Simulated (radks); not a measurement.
**Zn⁺ in [Ar] 3d10 4s0.75 4d0.25: an all-electron calculation**

Wanted: eigenvalues, radial structure and energy terms of the zinc ion Zn+.

Program: radks (a radial shooting solver on a logarithmic mesh, Libxc functionals) version 1. Level of theory: scalar-relativistic Kohn-Sham, BLYP, spin-polarised, spherical densities, finite nucleus; open shells are filled with parallel spins first. These are calculated values, not measurements, unless marked.

**1. The system**

```
element            : zinc (Z = 30)
charge             : +1
electrons          : 29
configuration      : [Ar] 3d10 4s0.75 4d0.25
nuclear rms radius : 3.9283 fm
```

**2. The run**

The run's settings:

```text
Z 30
configuration [Ar] 3d10 4s0.75 4d0.25 4p0 5s0 4f0 5d0
relativity scalar-relativistic
functional b88,lyp
spin polarised
nucleus finite rms 3.9283 fm
c 137.035999084
```

On the command line:

```bash
$ python run_ks.py task.json out
```

This one command runs every case of the session in turn.

**Question.** What will this run give?

As calculated:

| quantity | value |
| --- | --- |
| total energy | -1795.91594 hartree |
| exchange-correlation share of it | 3.99 % |
| −T/E | 1.0160 |
| highest occupied level | 4d up, -3.135 eV |
| most extended occupied level | 4d up, <r> = 6.27 bohr |
| radius at density 0.001 e/bohr³ | 3.58 bohr |
| maxima of the radial density | 3 |

The radial density shows 3 maxima for 4 occupied principal shells; where shells overlap, one shows as a shoulder or not at all. −T/E is 1.016: with relativity the kinetic term as defined here no longer equals −E. This is not the tabulated ground configuration, so its levels and sizes aren't those of the ground state, and no measured value stands beside it.
